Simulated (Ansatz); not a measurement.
**AlH4Br (built from SMILES Br.[AlH3]): a saddle search**

Aim: find the first-order saddle near the start with the program's own search, from a guess of the mode.

The runs use Ansatz 0.2.0, Gaussian basis; SPW92/cc-pVDZ.

**1. The starting structure**

The start, a known saddle point with all atoms moved at random by about 0.06 Å a coordinate: 6 atoms, charge 0, spin multiplicity 1.

Atoms are counted from 1 here; the program's logs count them from 0.

Bond lengths: Al1–H2 1.605 Å, Al1–H3 1.635 Å, Al1–H4 1.610 Å, Al1–Br6 2.767 Å, H5–Br6 1.365 Å. Angles: H2–Al1–H3 112.7°, H2–Al1–H4 120.7°, H2–Al1–Br6 82.5°, H3–Al1–H4 124.8°, H3–Al1–Br6 98.0°, H4–Al1–Br6 101.6°, Al1–Br6–H5 52.4°.

As a file:

```
Al   -0.05172   -0.76784   -0.04228
H     1.41225   -0.17505    0.24552
H    -0.32518   -1.02560   -1.63320
H    -0.94196   -1.37495    1.15419
H     0.49483    1.37068    0.16098
Br   -0.75550    1.90634    0.04143
```

**2. The search**

Contents of run/in.yaml:

```yaml
crystal:
  periodic: [false, false, false]
  atoms:
    - {symbol: Al, position_ang: [-0.051724, -0.767845, -0.042277]}
    - {symbol: H, position_ang: [1.412250, -0.175053, 0.245525]}
    - {symbol: H, position_ang: [-0.325184, -1.025595, -1.633199]}
    - {symbol: H, position_ang: [-0.941958, -1.374949, 1.154185]}
    - {symbol: H, position_ang: [0.494826, 1.370685, 0.160978]}
    - {symbol: Br, position_ang: [-0.755495, 1.906337, 0.041431]}
basis:
  gaussian: {orbitals: cc-pVDZ}
hamiltonian: {xc: lda}
saddle:
  f_tol: 0.1
  max_steps: 40
  mode_guess:
    - [-0.1223, 0.2108, -0.0009]
    - [-0.1733, 0.4640, 0.0140]
    - [0.1084, 0.0417, 0.0049]
    - [0.1028, 0.0383, 0.0382]
    - [-0.0422, -0.8005, -0.0817]
    - [0.1265, 0.0456, 0.0255]
```

Run with:

```console
ansatz run in.yaml --threads 2 --pin off --events-out ev --progress --plain --max-ram 4352MiB
```

Before running it: what results should come out? Wanted: energy change; last largest force; RMSD from the start; RMSD from the known saddle.

The runs gave:

| quantity | value |
| --- | --- |
| steps | 13 |
| energy change | -13.7 kJ/mol |
| last largest force | 0.0109 eV/Å |
| RMSD from the start | 0.266 Å |
| RMSD from the known saddle | 0.257 Å |

It converged in 13 steps at a force tolerance of 0.1 eV/Å. It ended on another point than the known saddle. The search lost its negative curvature on the way, so the point needs checking.
